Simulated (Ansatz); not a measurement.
Molecular dynamics of Li

Input:

```yaml
crystal:
  lattice:
    - [7.312873, 0.0, 0.0]
    - [0.0, 7.312873, 0.0]
    - [0.0, 0.0, 7.312873]
  atoms:
    - { symbol: Li, position: [0.0, 0.0, 0.0] }
    - { symbol: Li, position: [0.5, 0.0, 0.0] }
    - { symbol: Li, position: [0.0, 0.5, 0.0] }
    - { symbol: Li, position: [0.0, 0.0, 0.5] }
    - { symbol: Li, position: [0.25, 0.25, 0.25] }
    - { symbol: Li, position: [0.5, 0.5, 0.0] }
    - { symbol: Li, position: [0.5, 0.0, 0.5] }
    - { symbol: Li, position: [0.75, 0.25, 0.25] }
    - { symbol: Li, position: [0.0, 0.5, 0.5] }
    - { symbol: Li, position: [0.25, 0.75, 0.25] }
    - { symbol: Li, position: [0.25, 0.25, 0.75] }
    - { symbol: Li, position: [0.5, 0.5, 0.5] }
    - { symbol: Li, position: [0.75, 0.75, 0.25] }
    - { symbol: Li, position: [0.75, 0.25, 0.75] }
    - { symbol: Li, position: [0.25, 0.75, 0.75] }
    - { symbol: Li, position: [0.75, 0.75, 0.75] }
basis:
  ecutwfc: 420.0
kpoints:
  mp_grid: { grid: [2, 2, 2] }
hamiltonian:
  xc: pbe
scf:
  occupations: { method: fermi_dirac, width: 0.11 }
  lower_state_search: "off"
md:
  timestep: 1
  n_steps: 150
  ensemble: nvt_langevin
  temperature: 1300.0
  initial_velocities: maxwell_boltzmann
  seed: 532976
  friction: 0.02
```

Run as:

```bash
$ ansatz run input.yaml --threads 1 --pin off --max-ram 3072MiB --backend cpu --events-out ev --progress --plain --runs-dir out
```

It starts from a structure without forces on its atoms.

Output, in part (step lines):

```
md step     0: t =     0.00 fs  T =  1218.7 K  F+E_penalty+E_count = -3274.41195892 eV  E_kin = 2.520570 eV  (6 SCF iters)
md step     1: t =     1.00 fs  T =  1196.5 K  F+E_penalty+E_count = -3274.40833494 eV  E_kin = 2.474576 eV  (7 SCF iters)
md step     2: t =     2.00 fs  T =  1114.0 K  F+E_penalty+E_count = -3274.39830666 eV  E_kin = 2.303884 eV  (6 SCF iters)
md step     3: t =     3.00 fs  T =  1034.0 K  F+E_penalty+E_count = -3274.38276647 eV  E_kin = 2.138375 eV  (6 SCF iters)
md step     4: t =     4.00 fs  T =  1051.7 K  F+E_penalty+E_count = -3274.36121484 eV  E_kin = 2.175075 eV  (6 SCF iters)
md step     5: t =     5.00 fs  T =   985.5 K  F+E_penalty+E_count = -3274.33441682 eV  E_kin = 2.038149 eV  (5 SCF iters)
md step     6: t =     6.00 fs  T =   983.9 K  F+E_penalty+E_count = -3274.30308775 eV  E_kin = 2.034822 eV  (5 SCF iters)
md step     7: t =     7.00 fs  T =  1041.6 K  F+E_penalty+E_count = -3274.26621745 eV  E_kin = 2.154295 eV  (5 SCF iters)
[... lines left out ...]
md step   149: t =   149.00 fs  T =   834.3 K  F+E_penalty+E_count = -3271.43156812 eV  E_kin = 1.725483 eV  (5 SCF iters)
md step   150: t =   150.00 fs  T =   875.0 K  F+E_penalty+E_count = -3271.41416747 eV  E_kin = 1.809651 eV  (6 SCF iters)
```

The steps, from the saved trajectory:

```
time (fs)  T (K)  potential energy less start (eV)
      0.0   1219                             0.000
      5.0    985                             0.078
     10.0   1030                             0.284
     15.0    839                             0.571
     20.0    781                             0.893
     25.0    716                             1.188
     30.0    744                             1.456
     35.0    856                             1.523
     40.0    901                             1.496
     45.0    793                             1.391
     50.0    969                             1.264
     55.0   1074                             1.243
     60.0   1026                             1.383
     65.0    960                             1.643
     70.0   1024                             1.972
     75.0    869                             2.210
     80.0    848                             2.262
     85.0   1035                             2.199
     90.0    960                             2.093
     95.0   1048                             2.090
    100.0   1408                             2.074
    105.0   1547                             2.080
    110.0   1604                             2.149
    115.0   1775                             2.309
    120.0   1457                             2.514
    125.0   1269                             2.687
    130.0   1121                             2.767
    135.0   1294                             2.775
    140.0   1157                             2.844
    145.0    997                             2.888
    150.0    875                             2.998
```

All steps were run. A run of 0.15 ps of so small a system gives no equilibrium averages. Limits of this set-up: coarse k mesh.

Mean squared displacements from the first frame to the last, about the centre of mass: Li 1.21 Å².

Last frame:

```xyz
16
Lattice="7.3129 0.0000 0.0000 0.0000 7.3129 0.0000 0.0000 0.0000 7.3129" Properties=species:S:1:pos:R:3
Li 0.253 0.341 1.563
Li 2.951 -0.239 -0.163
Li -0.358 2.772 -0.043
Li 0.638 -0.055 4.287
Li 2.659 2.162 1.738
Li 4.638 3.901 -1.019
Li 2.873 -0.459 2.311
Li 5.062 2.446 1.796
Li -0.307 2.797 4.775
Li 0.543 4.500 2.401
Li 2.387 2.632 6.077
Li 3.458 3.863 3.464
Li 5.378 5.839 1.746
Li 4.576 1.327 4.972
Li 1.451 5.247 6.210
Li 5.732 5.506 5.221
```

The run took 11 min on 1 thread of Arm Neoverse V1 (shared host), peak memory 0.54 GiB.
